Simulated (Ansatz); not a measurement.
# H₆InNSi: up Jacob's ladder to CCSD(T)

The task here is to estimate one member of a computed series from the others.

Computed with Ansatz 0.2.0, Gaussian basis. Level: functionals in def2-TZVPP, the program's frozen cores in correlated methods.

The runs, in order: LDA (SPW92), PBE-D4, revPBE-D4, BLYP-D4, r2SCAN-D4, B97M-V, PBE0-D4, B3LYP-D4, r2SCANh-D4, r2SCAN0-D4, HSE06-D4, BHLYP-D4, CAM-B3LYP-D4, LC-ωPBE, ωB97X-V, ωB97M-V, B2PLYP, PBE-QIDH; CCSD(T)/def2-SVP; CCSD(T)/def2-TZVPP; MP2/def2-QZVPP; extrapolation to the limit; RPA on PBE.

## Structure used throughout

All runs share one geometry, relaxed beforehand with PBE0-D4 in a triple-zeta def2 set. In takes the def2 core potential; no spin-orbit term is included.

9 atoms, charge 0, spin multiplicity 1.

Atoms are counted from 1 here; the program's logs count them from 0.

Bond lengths: N1–Si2 1.729 Å, N1–H4 1.007 Å, N1–H5 1.008 Å, Si2–In3 2.572 Å, Si2–H6 1.491 Å, Si2–H7 1.501 Å, In3–H8 1.735 Å, In3–H9 1.730 Å. Angles: Si2–N1–H4 119.3°, Si2–N1–H5 120.1°, H4–N1–H5 110.7°, N1–Si2–In3 109.0°, N1–Si2–H6 107.5°, N1–Si2–H7 115.0°, In3–Si2–H6 111.6°, In3–Si2–H7 108.8°, H6–Si2–H7 104.9°, Si2–In3–H8 120.6°, Si2–In3–H9 122.7°, H8–In3–H9 116.6°.

Coordinates:

```xyz
9
H6InNSi
N    -0.89148    0.59142   -1.33641
Si    0.37381    0.74396   -0.16873
In    0.26724   -1.25540    1.44612
H    -1.09558   -0.31415   -1.72657
H    -1.03573    1.31603   -2.02247
H     0.17004    2.03651    0.54523
H     1.75885    0.83212   -0.74067
H    -0.55122   -2.71677    0.99192
H     1.00406   -1.23370    3.01158
```

Set-up of the first run:

Input file in.yaml:

```yaml
crystal:
  periodic: [false, false, false]
  atoms:
    - {symbol: N, position_ang: [-0.891480, 0.591417, -1.336409]}
    - {symbol: Si, position_ang: [0.373812, 0.743957, -0.168727]}
    - {symbol: In, position_ang: [0.267241, -1.255400, 1.446121]}
    - {symbol: H, position_ang: [-1.095584, -0.314152, -1.726571]}
    - {symbol: H, position_ang: [-1.035728, 1.316033, -2.022472]}
    - {symbol: H, position_ang: [0.170042, 2.036509, 0.545229]}
    - {symbol: H, position_ang: [1.758854, 0.832119, -0.740674]}
    - {symbol: H, position_ang: [-0.551224, -2.716768, 0.991920]}
    - {symbol: H, position_ang: [1.004058, -1.233704, 3.011582]}
basis:
  gaussian: {orbitals: def2-TZVPP}
hamiltonian: {xc: lda}
output: {orbitals: {seedname: orbitals}}
```

Among the steps run: LDA; PBE-D4 (GGA); revPBE-D4 (GGA); BLYP-D4 (GGA); r2SCAN-D4 (meta-GGA); B97M-V (meta-GGA); PBE0-D4 (hybrid); B3LYP-D4 (hybrid); r2SCANh-D4 (hybrid); r2SCAN0-D4 (hybrid); HSE06-D4 (hybrid); BHLYP-D4 (hybrid); CAM-B3LYP-D4 (range-separated); LC-ωPBE (range-separated); ωB97X-V (range-separated); ωB97M-V (range-separated); B2PLYP (double hybrid); PBE-QIDH (double hybrid).

One table of the session follows, with a row left open; its other results are not shown here.

It belongs to the step «Orbital energies across the functionals». 

```
  functional  HOMO (eV)  LUMO (eV)  gap (eV)
 LDA (SPW92)      -5.90      -2.94      2.96
      PBE-D4      -5.79      -2.69      3.10
   revPBE-D4      -5.75      -2.58      3.17
     BLYP-D4      -5.68      -2.65      3.03
   r2SCAN-D4      -6.05      -2.45      3.60
      B97M-V      -6.16      -2.72      3.44
     PBE0-D4      -6.94      -1.96      4.98
    B3LYP-D4      -6.76      -2.23      4.53
  r2SCANh-D4      -6.48      -2.20      4.29
  r2SCAN0-D4      -7.10      -1.82      5.28
    HSE06-D4      -6.55      -2.32      4.23
    BHLYP-D4      -7.93      -1.29      6.63
CAM-B3LYP-D4      -8.21      -1.13      7.07
     LC-ωPBE          ?          ?         ?
     ωB97X-V      -9.17      -0.17      9.00
     ωB97M-V      -8.99      -0.44      8.56
```

Estimate the missing values for LC-ωPBE.

As computed: HOMO (eV): -9.48; LUMO (eV): -0.03; gap (eV): 9.45. In the column «HOMO (eV)» it is the lowest.
